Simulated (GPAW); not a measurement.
# WS (I4/mmm) in GPAW: a series of runs, part 2 of 2

GPAW 26.7.0.

## (4) Single point, r2SCAN+U

Input file run.py:

```python
from ase import Atoms
from ase.dft.bandgap import bandgap
from ase.io import write
from ase.units import GPa
from gpaw import GPAW, PW

atoms = Atoms(['W', 'S'],
              cell=[[-2.15646527, 2.15646527, 2.47472653],
                    [2.15646527, -2.15646527, 2.47472653],
                    [2.15646527, 2.15646527, -2.47472653]],
              scaled_positions=[[0.5, 0.5, 0.0],
                                [0.0, 0.0, 0.0]],
              pbc=True)

calc = GPAW(mode=PW(600),
            xc='MGGA_X_R2SCAN+MGGA_C_R2SCAN',
            kpts={'size': (8, 8, 8), 'gamma': True},
            occupations={'name': 'fermi-dirac', 'width': 0.05},
            setups={'W': ':d,2.0'},
            nbands=20,
            convergence={'density': 1e-05, 'energy': 1e-05},
            maxiter=150,
            txt='gpaw.txt')
atoms.calc = calc
energy = atoms.get_potential_energy()
forces = atoms.get_forces()
stress = atoms.get_stress()
calc.write('gs.gpw')
write('result.traj', atoms)
print(f'Energy: {energy:.6f} eV')
print('Forces (eV/A):')
print(forces.round(4))
print('Stress (GPa):', (stress / GPa).round(3))
print('Fermi level:', round(calc.get_fermi_level(), 4), 'eV')
print(f'Gap: {bandgap(calc)[0]:.4f} eV, direct: {bandgap(calc, direct=True)[0]:.4f} eV')
```

Potentials or basis: GPAW PAW data sets (gpaw-data 1.2.1), pw.

Started as:

```bash
$ OMP_NUM_THREADS=1 python run.py
```

gpaw.txt:

```text
__  _  _
 | _ |_)|_||  |
 |__||  | ||/\| - 26.7.0

Input parameters:
  mode=PW(ecut=600.0),
  convergence={'density': 1e-05, 'energy': 1e-05},
  kpts=MonkhorstPack(size=(8, 8, 8), gamma=True),
  maxiter=150,
  nbands=20,
  occupations=Occupations(name='fermi-dirac', width=0.05),
  setups={'W': ':d,2.0'},
  xc=XC(name='MGGA_X_R2SCAN+MGGA_C_R2SCAN')

Diagonalizing LCAO Hamiltonian
Converting LCAO to pw mode

       W

       S

Atoms  # Å, Bohr magnetons
|   | symbol |        x |        y |        z |    initial magnetic moments |
|---|--------|----------|----------|----------|-----------------------------|
| 0 |      W | 0.000000 | 0.000000 | 2.474727 | ( 0.0000,  0.0000,  0.0000) |
| 1 |      S | 0.000000 | 0.000000 | 0.000000 | ( 0.0000,  0.0000,  0.0000) |

Unit cell  # Å
| periodic |         x |         y |         z |  lengths |     angles |
|----------|-----------|-----------|-----------|----------|------------|
|      yes | -2.156465 |  2.156465 |  2.474727 | 3.927462 | 113.393049 |
|      yes |  2.156465 | -2.156465 |  2.474727 | 3.927462 | 113.393049 |
|      yes |  2.156465 |  2.156465 | -2.474727 | 3.927462 | 101.883765 |

Number of symmetries: 16
Symmetry operations  # r_c * U_cc + t_c -> r_c
|    | kind |            matrix            |
|----|------|------------------------------|
|  0 |  σ   |  1, 1, 1,  0, 0,-1,  0,-1, 0 |
|  1 |  C4  |  1, 1, 1,  0, 0,-1, -1, 0, 0 |
|  2 |  E   |  1, 0, 0,  0, 1, 0,  0, 0, 1 |
|  3 |  σ   |  1, 0, 0,  0, 1, 0, -1,-1,-1 |
|  4 |  σ   |  0, 1, 0,  1, 0, 0,  0, 0, 1 |
|  5 |  C2  |  0, 1, 0,  1, 0, 0, -1,-1,-1 |
|  6 |  C2  |  0, 0, 1, -1,-1,-1,  1, 0, 0 |
|  7 |  S4  |  0, 0, 1, -1,-1,-1,  0, 1, 0 |
|  8 |  C4  |  0, 0,-1,  1, 1, 1,  0,-1, 0 |
|  9 |  σ   |  0, 0,-1,  1, 1, 1, -1, 0, 0 |
| 10 |  σ   |  0,-1, 0, -1, 0, 0,  1, 1, 1 |
| 11 |  C2  |  0,-1, 0, -1, 0, 0,  0, 0,-1 |
| 12 |  C2  | -1, 0, 0,  0,-1, 0,  1, 1, 1 |
| 13 |  i   | -1, 0, 0,  0,-1, 0,  0, 0,-1 |
| 14 |  S4  | -1,-1,-1,  0, 0, 1,  1, 0, 0 |
| 15 |  C2  | -1,-1,-1,  0, 0, 1,  0, 1, 0 |

BZ-sampling:
  Number of BZ points: 512
  Number of IBZ points: 59

  Monkhorst-Pack size: [8, 8, 8]
  Monkhorst-Pack shift: [0.0625, 0.0625, 0.0625]

K-points  # in reciprocal-cell coordinates
|     |                                coordinates |     weight |
|-----|--------------------------------------------|------------|
|   0 | (  0.00000000,   0.00000000,   0.00000000) | 0.00195312 |
|   1 | (  0.12500000,  -0.12500000,   0.00000000) | 0.00781250 |
|   2 | (  0.12500000,  -0.12500000,   0.12500000) | 0.00781250 |
|   3 | (  0.12500000,   0.00000000,   0.00000000) | 0.01562500 |
|   4 | (  0.12500000,   0.12500000,  -0.12500000) | 0.00390625 |
|   5 | (  0.25000000,  -0.25000000,   0.00000000) | 0.00781250 |
|   6 | (  0.25000000,  -0.25000000,   0.12500000) | 0.01562500 |
|   7 | (  0.25000000,  -0.25000000,   0.25000000) | 0.00781250 |
|   8 | (  0.25000000,  -0.12500000,   0.00000000) | 0.03125000 |
|   9 | (  0.25000000,  -0.12500000,   0.12500000) | 0.01562500 |
| ... |                                            |            |
|  58 | (  0.50000000,   0.50000000,   0.50000000) | 0.00195312 |

Plane wave coefficients: 1554
Cutoff: 600.0 eV

Spin-components: 1 (collinear spins)
Bands:           20
Projectors:      11
Spin-degeneracy: 2
Datatype:        complex128

Parallelization:
  kpt:    1
  domain: 1
  band:   1

Density:
  Valence electrons: 20.0
  Components: 1
  Grid points: [24 24 24]
  Charge: 0.0  # |e|

Potential:
  Grid points: [24 24 24]

species:
  W:
    name:    Tungsten
    Z:       74.0
    valence: 14
    core:    60
    charge:  0.0  # [|e|]
    Hubbard: {U: 2.0,  # eV
              l: 2,
              scale: True}
    compensation charges:
      type: gauss
      rc: 0.40  # [Å]
      lmax: 2
    cutoffs:
      filter: 2.36  # [Å]
      core: 3.02  # [Å]
    projectors
    | kind |    occ | energy [eV] | rcut [Å] |
    |------|--------|-------------|----------|
    |   5s |  2.000 |     -78.830 |    1.344 |
    |   6s |  2.000 |      -5.697 |    1.344 |
    |   5p |  6.000 |     -43.233 |    1.355 |
    |   6p |  0.000 |      -1.367 |    1.355 |
    |   5d |  4.000 |      -4.494 |    1.228 |
    |    d |        |      22.717 |    1.228 |

    Using partial waves for W as LCAO basis

  S:
    name:    Sulfur
    Z:       16.0
    valence: 6
    core:    10
    charge:  0.0  # [|e|]
    compensation charges:
      type: gauss
      rc: 0.24  # [Å]
      lmax: 2
    cutoffs:
      filter: 1.77  # [Å]
      core: 1.66  # [Å]
    projectors
    | kind |    occ | energy [eV] | rcut [Å] |
    |------|--------|-------------|----------|
    |   3s |  2.000 |     -17.254 |    0.974 |
    |   3p |  4.000 |      -7.008 |    0.979 |
    |    s |        |       9.957 |    0.974 |
    |    p |        |      20.203 |    0.979 |
    |    d |        |       0.000 |    0.900 |

    Using partial waves for S as LCAO basis

Reference energy: -449629.291553  # eV

eigensolver:
  PPCG
  Converge bands: occupied
  niter=2

density mixing:
  MSR1-Mixer
  Pratt-step length: 0.05
  Maximum mixing coefficient: 0.75
  Old densities: 10
  SVD Regularization: 0.005
  Good broyden scale: 1.0
  Trust region scale: 1.0
  Backstep threshold: 4.0
  History deletion threshold: 6.0
  Fourier metric: weight=20.0, sigma=0.015

occupation numbers:
  Fermi-Dirac:
    width: 0.0500  # eV

poisson solver:
  ecut: 4800.0  # eV

xc functional:
  name: MGGA_X_R2SCAN+MGGA_C_R2SCAN with 2 nearest neighbor stencil

convergence criteria:
- Maximum integral of absolute [dens]ity change: 1e-05 electrons / valence electron
- Maximum [total energy] change in last 3 cyles: 1e-05 eV / valence electron
- Maximum integral of absolute [eigenst]ate change: 4e-08 eV^2 / valence electron
maximum number of iterations: 150

SCF iterations
|iter     | |      energy | eigst |  dens |
|---------|-|-------------|-------|-------|
|iter:   1| |  -31.773352 | +0.08 |       |
|iter:   2| |  -27.059229 | -1.55 | -1.27 |
|iter:   3| |  -27.088189 | -2.50 | -1.39 |
|iter:   4| |  -27.218705 | -2.49 | -1.53 |
|iter:   5| |  -27.448559 | -2.57 | -1.61 |
|iter:   6| |  -27.787333 | -2.17 | -1.61 |
|iter:   7| |  -27.757013 | -3.18 | -1.75 |
|iter:   8| |  -27.824581 | -2.56 | -1.88 |
|iter:   9| |  -27.824774 | -4.29 | -2.66 |
|iter:  10| |  -27.825770 | -4.34 | -2.83 |
|iter:  11| |  -27.825647 | -4.69 | -2.99 |
|iter:  12| |  -27.825941 | -5.14 | -3.07 |
|iter:  13| |  -27.826047 | -5.60 | -3.34 |
|iter:  14| |  -27.826056c| -7.10 | -4.06 |
|iter:  15| |  -27.826082c| -6.62 | -4.02 |
|iter:  16| |  -27.826079c| -8.13c| -4.72 |
|iter:  17| |  -27.826080c| -8.38c| -5.59c|

Converged in 17 steps
Energy contributions relative to reference atoms: (reference = -449629.291553)

Energy contributions:
  Kinetic:         -11.315519
  Coulomb:           9.994928
  Zero:             -0.213290
  External:          0.000000
  Xc:              -26.283000
  Entropy:          -0.018399
  Spinorbit:         0.000000
  ----------------------------
  Free energy:     -27.835280
  Extrapolated:    -27.826080

dipole moment: (-14.830980, -14.830980, 1.187662)  # |e|*Ang

Fermi level: 7.393
Eigenvalues  # (at kpt = [0.000, 0.000, 0.000])
| band index |      eig [eV] | occ [0-2] |
|------------|---------------|-----------|
|          0 |       -69.127 |     2.000 |
|        ... |               |           |
|          4 |        -8.043 |     2.000 |
|          5 |         3.749 |     2.000 |
|          6 |         4.403 |     2.000 |
|          7 |         4.403 |     2.000 |
|          8 |         5.631 |     2.000 |
|          9 |         5.850 |     2.000 |
[... 8 lines left out ...]
|         18 |        19.008 |     0.000 |
|         19 |        19.008 |     0.000 |

No gap
No difference between direct/indirect transitions

Forces  # eV/Ang
|       x |       y |       z |
|---------|---------|---------|
| 0.00000 | 0.00000 | 0.00000 |  # W    0
| 0.00000 | 0.00000 | 0.00000 |  # S    1

Stress tensor  # eV/Ang^3
|         x |        y |         z |
|-----------|----------|-----------|
|  0.111563 | 0.000000 | -0.000000 |
|  0.000000 | 0.111563 |  0.000000 |
| -0.000000 | 0.000000 |  0.164232 |

# Writing to gs.gpw (mode='')
```

Run time: 2.6 min. Hardware: 1 thread of Arm Neoverse V2, shared host; peak memory 0.32 GiB.

What came out:

* Free energy: -27.8353 eV
* Pressure: -20.7 GPa
* Band gap on the k mesh: none (metal or under the smearing width)

Levels at points of the mesh, in eV from the Fermi level:
```tsv
k point	band 8	band 9	band 10	band 11	band 12	band 13
(0.00, 0.00, 0.00)	-2.99	-1.76	-1.54	-1.54	-1.54	0.01
(0.50, 0.00, 0.50)	-4.80	-1.21	0.85	1.02	2.30	3.03
(0.50, 0.50, 0.00)	-3.38	-2.34	-1.02	-0.45	0.69	1.20
(0.50, 0.50, 0.50)	-4.47	-3.08	0.41	0.47	0.47	1.58
```

Caveat: the PAW data sets were made with another functional, which shifts forces and pressure a little; U without spin polarisation on a metal has little footing.

## (5) The runs side by side

```tsv
level	U	gap on the mesh (eV)	pressure (GPa)
r2SCAN	-	none	-25.2
r2SCAN+U	W d U = 1 eV	none	-22.1
r2SCAN+U	W d U = 2 eV	none	-20.7
```

Alike in all rows: task single point; potentials or basis GPAW PAW data sets (gpaw-data 1.2.1), pw; no spin polarisation; cell as given; k mesh 8 × 8 × 8; cutoff (eV) 600; smearing fermi-dirac 0.05 eV.

Every run on the cell as given and a fine mesh finds a metal. The pressure there spans -25.2 GPa (r2SCAN) to -20.7 GPa (r2SCAN+U); a positive pressure means that this level wants a larger cell, a negative one a smaller.

Caveats: the PAW data sets were made with another functional, which shifts forces and pressure a little; U without spin polarisation on a metal has little footing (some runs).

Total energies depend on the potentials used, so only differences within one code and one set of settings carry meaning.
